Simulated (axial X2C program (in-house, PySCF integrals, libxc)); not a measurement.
**All-electron X2C curves of SeF⁻**

Aim: find the lowest determinant of SeF⁻, scan the bond at several levels and fit the constants, once spin-free and once with spin–orbit coupling.

Computed with an in-house X2C program for linear molecules on PySCF integrals. Level: all-electron X2C, Se dyall-acv3z, F dyall-av3z.

All values are calculated.

## (1) The job

Input file task.json:

```json
{
 "zs": [
  34,
  9
 ],
 "q": -1,
 "bas": [
  "dyall-acv3z",
  "dyall-av3z"
 ],
 "levels": [
  "PBE0",
  "HF",
  "TPSS"
 ],
 "cc": true,
 "r0": 1.8,
 "thr": -2.0,
 "nmax": 90,
 "npts": 10,
 "nst": 2,
 "ntry": 6
}
```

Keys: zs atomic numbers; q charge; bas basis sets; levels methods (HF also brings MP2); cc coupled cluster on or off; r0 starting distance in Å; thr threshold in hartree for freezing inner shells (an s shell follows its p shell); nmax most natural virtual spinors; npts points asked for on the curve; nst determinants followed; ntry starts of the search.

The run is started by

```sh
python so2c.py task.json out
```

Spin-free means the one-electron spin-free X2C Hamiltonian; two-component (2c) means X2C with spin–orbit coupling and atomic mean-field two-electron Coulomb and Gaunt terms. Basis: Se dyall-acv3z contracted to [9s10p7d5f1g], F dyall-av3z contracted to [7s6p3d2f]; Gaussian nuclei, density fitting. Masses: Se 79.917 u, F 18.998 u.

Notation: σ, π±, δ± give the projection m of an orbital's angular momentum (0, ±1, ±2), α and β its spin, Λ and M_S the sums; ω is the projection of a spinor's total angular momentum and Ω the sum. Logs are in hartree.

The results follow Hamiltonian by Hamiltonian and level by level.

## (2) Which state to follow

PBE0 moves the distance from 1.800 Å to 1.848 Å and compares determinants there.

Spin-free determinants:

| ΔE (eV) | state | open shells |
| --- | --- | --- |
| 0.00 | M_S = 0, Λ = 0 | closed shell |
| 1.67 | M_S = 1, Λ = 1 | beyond closed shells: σα, π+α, π+β, π-α |
| 1.93 | M_S = 0, Λ = 1 | beyond closed shells: σβ, π+α, π+β, π-α |
| 3.90 | M_S = 1, Λ = 0 | beyond closed shells: π+α, π+β, 2 × π-α |
| 3.90 | M_S = 1, Λ = 2 | beyond closed shells: 2 × π+α, π+β, π-α |
| 3.93 | M_S = 0, Λ = 2 | beyond closed shells: π+α, 2 × π+β, π-α |

Two-component determinants:

```csv
ΔE (eV),state,open shells
0.00,Ω = 0,closed shell
1.58,Ω = 2,"excess of +ω over −ω: ω = 1/2, ω = 3/2"
1.83,Ω = 1,"excess of +ω over −ω: ω = -1/2, ω = 3/2"
2.04,Ω = 1,excess of +ω over −ω: 2 × ω = 1/2
3.79,Ω = 3,excess of +ω over −ω: 2 × ω = 3/2
4.03,Ω = 1,"excess of +ω over −ω: ω = -1/2, ω = 3/2"
4.06,Ω = 2,"excess of +ω over −ω: ω = 1/2, ω = 3/2"
```

## (3) PBE0, spin-free

State followed: M_S = 0, Λ = 0 (closed shell). The scan is laid around 1.848 Å, a first estimate of the minimum, and this SCF restarts from the orbitals of the search.

Output at 1.848 Å:

```text
spin-free X2C-1e  PBE0
basis functions 172  fitting functions 927  grid points 5077
iter        total energy     max residual
   1      -2529.592785409     1.92e-05
   2      -2529.592785389     4.27e-05
   3      -2529.592785417     3.76e-06
   4      -2529.592785417     2.51e-07
converged
one-electron -3705.66803004  Coulomb 1187.39478479  exact exchange -24.26838465  xc functional -74.67465473  nuclear repulsion 87.62349921
```

Along the bond, energies from the lowest point:

```csv
R (Å),E (eV),μ (D),HOMO (eV),LUMO (eV),iterations
1.608,0.7361,0.89,0.28,4.05,11
1.682,0.2981,0.40,0.13,3.96,11
1.737,0.1146,0.05,0.01,3.86,11
1.793,0.0225,-0.29,-0.10,3.73,11
1.848,0.0000,-0.62,-0.21,3.56,4
1.913,0.0389,-0.99,-0.33,3.33,11
1.977,0.1281,-1.35,-0.46,3.07,10
2.061,0.2918,-1.79,-0.61,2.72,11
2.162,0.5354,-2.32,-0.79,2.28,11
2.310,0.9204,-3.04,-1.03,1.70,11
```

Dipoles are positive if F is the positive end and refer to the centre of mass.

Outer orbitals at the reference distance:

```json
{"symmetry": "σα", "occupied": "yes", "ε (eV)": "-25.99", "atomic character": "83% F s, 5% Se p, 5% Se d"}
{"symmetry": "σα", "occupied": "yes", "ε (eV)": "-12.26", "atomic character": "68% Se s, 24% F p, 4% F s"}
{"symmetry": "σα", "occupied": "yes", "ε (eV)": "-6.04", "atomic character": "63% F p, 21% Se p, 13% Se s"}
{"symmetry": "π+α", "occupied": "yes", "ε (eV)": "-5.55", "atomic character": "89% F p, 6% Se p, 2% Se d"}
{"symmetry": "π-α", "occupied": "yes", "ε (eV)": "-5.55", "atomic character": "89% F p, 6% Se p, 2% Se d"}
{"symmetry": "π+α", "occupied": "yes", "ε (eV)": "-0.21", "atomic character": "86% Se p, 8% F p, 2% F d"}
{"symmetry": "π-α", "occupied": "yes", "ε (eV)": "-0.21", "atomic character": "86% Se p, 8% F p, 2% F d"}
{"symmetry": "σα", "occupied": "no", "ε (eV)": "3.56", "atomic character": "75% Se p, 8% F p, 7% Se d"}
{"symmetry": "σα", "occupied": "no", "ε (eV)": "4.38", "atomic character": "84% Se s, 8% F p, 4% Se p"}
{"symmetry": "π+α", "occupied": "no", "ε (eV)": "4.58", "atomic character": "98% Se p"}
{"symmetry": "π-α", "occupied": "no", "ε (eV)": "4.58", "atomic character": "98% Se p"}
```

PBE0 fields in the half plane through the axis: z from -2.4 to 4.2 Å across, distance from the axis 0.15 to 2.25 Å upwards; Se lies at z = 0 and F at z = 1.848 Å; the ELF is damped to zero where the density is low.

log10 density (e/bohr³). Ten even steps from '0' (-5.54 ) to '9' (1.42 ):
```
22333344443332222211000
22334444444433332221100
23344455554444333322110
23344555555544444432211
23345566665555555443221
23445566666666666543321
23445667876667776544321
23445678987677887654321
```

ELF. Ten even steps from '0' (0.00 ) to '9' (0.91 ):
```
00013566653100000000000
00124688875100000000000
00135799986200000000000
00136899997200122100000
00026899997212565310000
00025786455237887420000
00013532522368998621000
00002318281387168631000
```

Re = 1.842 Å, ωe = 557 cm⁻¹, ωexe = 3 cm⁻¹, Be = 0.3238 cm⁻¹, De = 2.47 eV, μ = -0.58 D.

## (4) HF, spin-free

The SCF at the reference distance of 1.848 Å:

```text
spin-free X2C-1e  HF
basis functions 172  fitting functions 927  grid points 5077
iter        total energy     max residual
   1      -2527.723284637     1.31e-01
   2      -2527.747450283     5.63e-03
   3      -2527.748271602     3.13e-03
   4      -2527.748421030     9.87e-04
   5      -2527.748455597     3.38e-04
   6      -2527.748459783     1.36e-04
   7      -2527.748460866     5.73e-05
   8      -2527.748461044     9.30e-06
   9      -2527.748461050     1.96e-06
  10      -2527.748461050     4.92e-07
converged
one-electron -3705.79018467  Coulomb 1187.62058039  exact exchange -97.20235599  xc functional 0.00000000  nuclear repulsion 87.62349921
```

Re = 1.811 Å, ωe = 590 cm⁻¹, ωexe = 3.35 cm⁻¹, Be = 0.3348 cm⁻¹, De = 1.49 eV, μ = -0.79 D.

## (5) TPSS, spin-free

The SCF at the reference distance of 1.848 Å:

```text
spin-free X2C-1e  TPSS
basis functions 172  fitting functions 927  grid points 5077
iter        total energy     max residual
   1      -2529.916911944     1.62e-02
   2      -2529.918550594     1.06e-02
   3      -2529.918063806     9.07e-03
   4      -2529.918887288     4.92e-03
   5      -2529.919178486     1.13e-03
   6      -2529.919191790     2.10e-04
   7      -2529.919192948     3.07e-05
   8      -2529.919192962     5.77e-06
   9      -2529.919192962     7.83e-07
converged
one-electron -3705.08971641  Coulomb 1186.77812048  exact exchange 0.00000000  xc functional -99.23109624  nuclear repulsion 87.62349921
```

Re = 1.869 Å, ωe = 527 cm⁻¹, ωexe = 2.97 cm⁻¹, Be = 0.3146 cm⁻¹, De = 2.58 eV, μ = -0.54 D.

## (6) MP2 and beyond, spin-free

Correlated methods: 14 electrons correlated (frozen shells, counted by type: Se 3 s, 2 p, 1 d; F 1 s), 242 virtual spinors in MP2, 88 natural virtuals in coupled cluster.

Output of the correlated part at 1.848 Å:

```text
correlated 14  virtual 242  natural virtual 88  E(MP2) -0.433699365  MP2 remainder -0.030904142
iter   CCSD correlation   residual
   1     -0.403907085   1.30e-01
   2     -0.414307201   5.36e-02
   3     -0.417114239   1.97e-02
   4     -0.417045376   5.80e-03
   5     -0.417073755   1.98e-03
   6     -0.417078203   6.02e-04
   7     -0.417073294   1.98e-04
   8     -0.417074430   5.36e-05
   9     -0.417074255   1.68e-05
  10     -0.417074149   5.17e-06
  11     -0.417074090   1.71e-06
  12     -0.417074076   5.72e-07
(T) -0.014961025  T1 0.0191  D1 0.0387  max T2 0.077
```

T1 in the output is the amplitude norm over the root of the electron number; divide by √2 for the Lee–Taylor value.

MP2: Re = 1.849 Å, ωe = 556 cm⁻¹, Be = 0.3212 cm⁻¹, De = 2.23 eV.

CCSD: Re = 1.846 Å, ωe = 555 cm⁻¹, ωexe = 2.94 cm⁻¹, Be = 0.3224 cm⁻¹, De = 2.30 eV. T1 at Re = 0.013 (Lee–Taylor, the printed value over √2).

CCSD(T): Re = 1.856 Å, ωe = 541 cm⁻¹, ωexe = 2.92 cm⁻¹, Be = 0.3189 cm⁻¹, De = 2.31 eV. T1 at Re = 0.014 (Lee–Taylor, the printed value over √2).

## (7) A higher determinant, spin-free

State: M_S = 1, Λ = 1 (beyond closed shells: σα, π+α, π+β, π-α).

Output at the reference distance:

```text
spin-free X2C-1e  PBE0
basis functions 172  fitting functions 927  grid points 5077
iter        total energy     max residual
   1      -2529.531348303     1.52e-05
   2      -2529.531348306     2.83e-05
   3      -2529.531348315     9.03e-06
   4      -2529.531348316     1.66e-06
converged
one-electron -3704.80350819  Coulomb 1186.58401975  exact exchange -24.26723666  xc functional -74.66812243  nuclear repulsion 87.62349921
```

```csv
R (Å),E above the lowest PBE0 point (eV)
1.608,2.986
1.682,2.436
1.737,2.123
1.793,1.872
1.848,1.672
1.913,1.492
1.977,1.361
2.061,1.252
2.162,1.192
```

No constants are quoted: the lowest point is the long end of the scan.

## (8) The spin-free curves together

Energy (eV) of the followed determinant, spin-free, from each level's lowest point:

```csv
R (Å),PBE0,HF,MP2,CCSD,CCSD(T),TPSS
1.608,0.736,0.596,0.787,n/a,n/a,0.859
1.682,0.298,0.206,0.329,0.314,0.342,0.380
1.737,0.115,0.058,0.133,0.124,0.143,0.168
1.793,0.022,0.000,0.031,0.027,0.036,0.048
1.848,0.000,0.009,0.000,0.000,0.000,0.000
1.913,0.039,0.081,0.032,0.035,0.024,0.011
1.977,0.128,0.200,0.117,0.121,0.099,0.074
2.061,0.292,0.395,0.279,0.282,0.247,0.208
2.162,0.535,0.668,0.528,n/a,n/a,0.418
2.310,0.920,1.079,0.931,n/a,n/a,0.762
```

## (9) PBE0, 2c

State followed: Ω = 0 (closed shell). The scan is laid around 1.848 Å, a first estimate of the minimum, and this SCF restarts from the orbitals of the search.

Output at 1.848 Å:

```text
two-component X2C + atomic mean field  PBE0
basis functions 172  fitting functions 927  grid points 5077
iter        total energy     max residual
   1      -2528.765104583     4.33e-06
   2      -2528.765104583     5.85e-06
converged
one-electron -3703.52981828  Coulomb 1186.95056337  exact exchange -24.25957872  xc functional -74.64757783  nuclear repulsion 87.62349921  atomic mean-field constant -0.90219233
```

Along the bond, energies from the lowest point:

```csv
R (Å),E (eV),μ (D),HOMO (eV),LUMO (eV),iterations
1.608,0.7445,0.89,0.38,4.05,12
1.682,0.3042,0.40,0.24,3.96,11
1.737,0.1188,0.05,0.12,3.86,11
1.793,0.0247,-0.29,0.01,3.73,11
1.848,0.0000,-0.62,-0.10,3.56,2
1.913,0.0359,-1.00,-0.22,3.34,11
1.977,0.1218,-1.36,-0.34,3.08,10
2.061,0.2802,-1.81,-0.50,2.73,11
2.162,0.5155,-2.35,-0.68,2.31,13
2.310,0.8827,-3.10,-0.93,1.76,13
```

Dipoles are positive if F is the positive end and refer to the centre of mass.

Outer spinors at the reference distance:

```
  ω  occupied  ε (eV)             atomic character    λ mixture
1/2       yes  -25.98    83% F s, 5% Se p, 5% Se d       100% σ
1/2       yes  -12.26    68% Se s, 24% F p, 4% F s       100% σ
1/2       yes   -6.03  63% F p, 21% Se p, 13% Se s       100% σ
1/2       yes   -5.57    89% F p, 7% Se p, 2% Se d       100% π
3/2       yes   -5.52    89% F p, 6% Se p, 2% Se d       100% π
1/2       yes   -0.32     86% Se p, 8% F p, 2% F d       100% π
3/2       yes   -0.10     86% Se p, 8% F p, 2% F d       100% π
1/2        no    3.56    75% Se p, 8% F p, 7% Se d       100% σ
1/2        no    4.40    83% Se s, 8% F p, 5% Se p  99% σ, 1% π
1/2        no    4.57                     97% Se p  99% π, 1% σ
3/2        no    4.59                     98% Se p       100% π
```

PBE0 fields in the half plane through the axis: z from -2.4 to 4.2 Å across, distance from the axis 0.15 to 2.25 Å upwards; Se lies at z = 0 and F at z = 1.848 Å; the ELF is damped to zero where the density is low.

log10 density (e/bohr³). Ten even steps from '0' (-5.53 ) to '9' (1.42 ):
```
22333344443332222211000
22334444444433332221100
23344455554444333322110
23344555555544444432211
23345566665555555443221
23445566666666666543321
23445667876667776544321
23445678987677887654321
```

ELF. Ten even steps from '0' (0.00 ) to '9' (0.91 ):
```
00013566653100000000000
00124688875100000000000
00135799986200000000000
00136899997200122100000
00026899997212565310000
00025786455237887420000
00013532522368998621000
00002318281387168631000
```

Re = 1.844 Å, ωe = 552 cm⁻¹, ωexe = 3.12 cm⁻¹, Be = 0.323 cm⁻¹, De = 2.42 eV, μ = -0.60 D.

## (10) HF, 2c

The SCF at the reference distance of 1.848 Å:

```text
two-component X2C + atomic mean field  HF
basis functions 172  fitting functions 927  grid points 5077
iter        total energy     max residual
   1      -2526.896262918     1.31e-01
   2      -2526.920405655     5.70e-03
   3      -2526.921227489     3.12e-03
   4      -2526.921377703     9.91e-04
   5      -2526.921412768     3.37e-04
   6      -2526.921417264     1.37e-04
   7      -2526.921418536     5.69e-05
   8      -2526.921418841     3.34e-05
   9      -2526.921418886     2.43e-05
  10      -2526.921418915     1.51e-05
  11      -2526.921418932     4.65e-06
  12      -2526.921418934     3.63e-07
converged
one-electron -3703.65186584  Coulomb 1187.17621674  exact exchange -97.16707670  xc functional 0.00000000  nuclear repulsion 87.62349921  atomic mean-field constant -0.90219233
```

Re = 1.813 Å, ωe = 586 cm⁻¹, ωexe = 3.46 cm⁻¹, Be = 0.3341 cm⁻¹, De = 1.43 eV, μ = -0.81 D.

## (11) TPSS, 2c

The SCF at the reference distance of 1.848 Å:

```text
two-component X2C + atomic mean field  TPSS
basis functions 172  fitting functions 927  grid points 5077
iter        total energy     max residual
   1      -2529.088871709     1.62e-02
   2      -2529.090506679     1.06e-02
   3      -2529.089994140     9.10e-03
   4      -2529.090846364     4.95e-03
   5      -2529.091142362     1.13e-03
   6      -2529.091155680     2.11e-04
   7      -2529.091156842     3.06e-05
   8      -2529.091156856     5.76e-06
   9      -2529.091156856     7.88e-07
converged
one-electron -3702.95109505  Coulomb 1186.33349377  exact exchange 0.00000000  xc functional -99.19486246  nuclear repulsion 87.62349921  atomic mean-field constant -0.90219233
```

Re = 1.871 Å, ωe = 523 cm⁻¹, ωexe = 3.06 cm⁻¹, Be = 0.3138 cm⁻¹, De = 2.57 eV, μ = -0.56 D.

## (12) MP2 and beyond, 2c

Correlated methods: 14 electrons correlated (frozen shells, counted by type: Se 3 s, 2 p, 1 d; F 1 s), 242 virtual spinors in MP2, 90 natural virtuals in coupled cluster.

Output of the correlated part at 1.848 Å:

```text
correlated 14  virtual 242  natural virtual 90  E(MP2) -0.433588105  MP2 remainder -0.027862913
iter   CCSD correlation   residual
   1     -0.406907155   1.30e-01
   2     -0.417282980   5.37e-02
   3     -0.420092962   1.97e-02
   4     -0.420021809   5.82e-03
   5     -0.420049189   1.98e-03
   6     -0.420053659   6.01e-04
   7     -0.420048826   2.00e-04
   8     -0.420049955   5.54e-05
   9     -0.420049768   1.88e-05
  10     -0.420049665   7.79e-06
  11     -0.420049594   4.58e-06
  12     -0.420049575   2.91e-06
(T) -0.015113397  T1 0.0189  D1 0.0382  max T2 0.076
```

MP2: Re = 1.851 Å, ωe = 552 cm⁻¹, Be = 0.3204 cm⁻¹, De = 2.12 eV.

CCSD: Re = 1.848 Å, ωe = 551 cm⁻¹, ωexe = 3.17 cm⁻¹, Be = 0.3216 cm⁻¹, De = 2.19 eV. T1 at Re = 0.013 (Lee–Taylor, the printed value over √2).

CCSD(T): Re = 1.858 Å, ωe = 536 cm⁻¹, ωexe = 2.92 cm⁻¹, Be = 0.3181 cm⁻¹, De = 2.21 eV. T1 at Re = 0.014 (Lee–Taylor, the printed value over √2).

## (13) A higher determinant, 2c

State: Ω = 2 (excess of +ω over −ω: ω = 1/2, ω = 3/2).

Output at the reference distance:

```text
two-component X2C + atomic mean field  PBE0
basis functions 172  fitting functions 927  grid points 5077
iter        total energy     max residual
   1      -2528.707148985     1.32e-05
   2      -2528.707148990     5.10e-06
   3      -2528.707148991     3.37e-06
converged
one-electron -3702.69263514  Coulomb 1186.16444701  exact exchange -24.25865272  xc functional -74.64161503  nuclear repulsion 87.62349921  atomic mean-field constant -0.90219233
```

```csv
R (Å),E above the lowest PBE0 point (eV)
1.608,2.890
1.682,2.341
1.737,2.028
1.793,1.777
1.848,1.577
1.913,1.397
1.977,1.266
2.061,1.157
2.162,1.095
```

No constants are quoted: the lowest point is the long end of the scan.

## (14) The 2c curves together

Energy (eV) of the followed determinant, 2c, from each level's lowest point:

```csv
R (Å),PBE0,HF,MP2,CCSD,CCSD(T),TPSS
1.608,0.744,0.602,0.795,n/a,n/a,0.867
1.682,0.304,0.210,0.335,0.319,0.348,0.386
1.737,0.119,0.060,0.137,0.128,0.147,0.172
1.793,0.025,0.000,0.033,0.029,0.038,0.050
1.848,0.000,0.007,0.000,0.000,0.000,0.000
1.913,0.036,0.076,0.029,0.032,0.021,0.008
1.977,0.122,0.191,0.111,0.115,0.094,0.069
2.061,0.280,0.381,0.269,0.272,0.237,0.198
2.162,0.515,0.645,0.510,n/a,n/a,0.403
2.310,0.883,1.034,0.899,n/a,n/a,0.734
```

Time for the job: 3.8 min (1 thread of Arm Neoverse N1, shared host).

## (15) Results

Lowest determinant that the search found at its distance, spin-free: M_S = 0, Λ = 0 (closed shell).

Lowest determinant that the search found at its distance, 2c: Ω = 0 (closed shell).

```csv
Hamiltonian,level,Re (Å),ωe (cm⁻¹),De (eV),μ (D)
spin-free,PBE0,1.842,557,2.47,-0.58
spin-free,HF,1.811,590,1.49,-0.79
spin-free,MP2,1.849,556,2.23,n/a
spin-free,CCSD,1.846,555,2.30,n/a
spin-free,CCSD(T),1.856,541,2.31,n/a
spin-free,TPSS,1.869,527,2.58,-0.54
2c,PBE0,1.844,552,2.42,-0.60
2c,HF,1.813,586,1.43,-0.81
2c,MP2,1.851,552,2.12,n/a
2c,CCSD,1.848,551,2.19,n/a
2c,CCSD(T),1.858,536,2.21,n/a
2c,TPSS,1.871,523,2.57,-0.56
```

Dipoles are positive if F is the positive end and refer to the centre of mass.

Time per point (s) on 1 thread of Arm Neoverse N1, shared host (2c runs; CCSD comes with the CCSD(T) run); the times are rough: PBE0 0.52, HF 0.34, MP2 0.8, CCSD(T) 9.8, TPSS 0.74.

At CCSD(T), going from spin-free to two-component changes Re by +2 mÅ, ωe by -0.8 %; the spin-free picture holds up (part of it comes from the scalar share of the two-electron terms). De moves by -0.11 eV; both De rest on single-determinant atoms, which can miss part of an open shell's spin–orbit lowering.

De refers to Se + F-, each in the lowest determinant found, which need not be this curve's own limit. Each curve is one determinant whose occupation by symmetry is held fixed; it was picked as the lowest of a PBE0 search that is not exhaustive. Closed shells are restricted here (equal orbitals for both partners), which fails at long range if the bond breaks into open shells. Dissociation energies refer to the lowest single-determinant-based atoms at the same level and basis. CCSD and (T) use frozen natural virtuals with an MP2 correction for the truncation. The meta-GGAs lack a current-density term, which matters for open shells with orbital currents, atoms included.
